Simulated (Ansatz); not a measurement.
# C3H7Cl3Si: basis-set convergence

How large a basis does C3H7Cl3Si need? Two functionals are run in growing sets.

Method: one geometry, several basis sets; program: Ansatz 0.2.0, Gaussian basis.

The runs, in order: PBE0-D4/def2-SVP; ωB97M-V/def2-SVP; PBE0-D4/def2-QZVPP; ωB97M-V/def2-QZVPP; the functionals' def2-TZVPP values are taken from earlier runs.

## Step 1: The relaxed structure

All runs share one geometry, relaxed beforehand with PBE0-D4 in a triple-zeta def2 set.

SMILES `CC(C)[Si](Cl)(Cl)Cl`, 14 atoms, charge 0, spin multiplicity 1.

Atoms are counted from 1 here; the program's logs count them from 0.

Bond lengths: C1–C2 1.527 Å, C1–H8 1.094 Å, C1–H9 1.093 Å, C1–H10 1.092 Å, C2–C3 1.527 Å, C2–Si4 1.862 Å, C2–H11 1.098 Å, C3–H12 1.094 Å, C3–H13 1.092 Å, C3–H14 1.093 Å, Si4–Cl5 2.041 Å, Si4–Cl6 2.042 Å, Si4–Cl7 2.041 Å. Angles: C2–C1–H8 110.0°, C2–C1–H9 111.1°, C2–C1–H10 112.2°, H8–C1–H9 107.5°, H8–C1–H10 107.9°, H9–C1–H10 108.0°, C1–C2–C3 111.8°, C1–C2–Si4 111.4°, C1–C2–H11 108.9°, C3–C2–Si4 111.4°, C3–C2–H11 108.9°, Si4–C2–H11 104.1°, C2–C3–H12 110.0°, C2–C3–H13 112.2°, C2–C3–H14 111.1°, H12–C3–H13 107.9°, H12–C3–H14 107.5°, H13–C3–H14 108.0° and more.

## Step 2: PBE0-D4 in def2-SVP

Contents of in.yaml:

```yaml
crystal:
  periodic: [false, false, false]
  atoms:
    - {symbol: C, position_ang: [-1.136360, -0.537882, 0.902514]}
    - {symbol: C, position_ang: [-0.096150, -0.406294, -0.207642]}
    - {symbol: C, position_ang: [1.300837, -0.787598, 0.276901]}
    - {symbol: Si, position_ang: [-0.114306, 1.297314, -0.958262]}
    - {symbol: Cl, position_ang: [1.215073, 1.426727, -2.502185]}
    - {symbol: Cl, position_ang: [0.386855, 2.706496, 0.432563]}
    - {symbol: Cl, position_ang: [-1.966642, 1.752512, -1.685823]}
    - {symbol: H, position_ang: [-1.142764, -1.560845, 1.288889]}
    - {symbol: H, position_ang: [-0.905756, 0.128347, 1.737859]}
    - {symbol: H, position_ang: [-2.143982, -0.304630, 0.553401]}
    - {symbol: H, position_ang: [-0.377162, -1.067790, -1.038291]}
    - {symbol: H, position_ang: [1.295929, -1.810782, 0.662713]}
    - {symbol: H, position_ang: [2.043398, -0.733458, -0.521387]}
    - {symbol: H, position_ang: [1.628129, -0.131416, 1.087549]}
basis:
  gaussian: {orbitals: def2-SVP}
hamiltonian: {xc: pbe0, dispersion: d4}
output: {orbitals: {seedname: orbitals}}
```

Command:

```bash
$ ansatz run in.yaml --threads 2 --pin off --events-out ev --progress --plain --max-ram 32768MiB --backend cpu
```

Further steps of the session: ωB97M-V in def2-SVP; PBE0-D4 in def2-QZVPP; ωB97M-V in def2-QZVPP.

Q: Predict the results of all the runs planned. Wanted: PBE0-D4: double and triple zeta above quadruple; ωB97M-V: double and triple zeta above quadruple.

**Answer**, as computed:

| quantity | value |
| --- | --- |
| PBE0-D4: double and triple zeta above quadruple | 20.84, 1.54 eV |
| ωB97M-V: double and triple zeta above quadruple | 20.83, 1.47 eV |

In words: PBE0-D4 gains 19.30 eV from double to triple zeta, then 1.54 eV more. Total energies overstate the basis error of differences, where much of it tends to cancel. The LUMO of ωB97M-V is positive and keeps falling with the basis (2.93 to 1.60 eV): an unbound level that the basis holds in place.
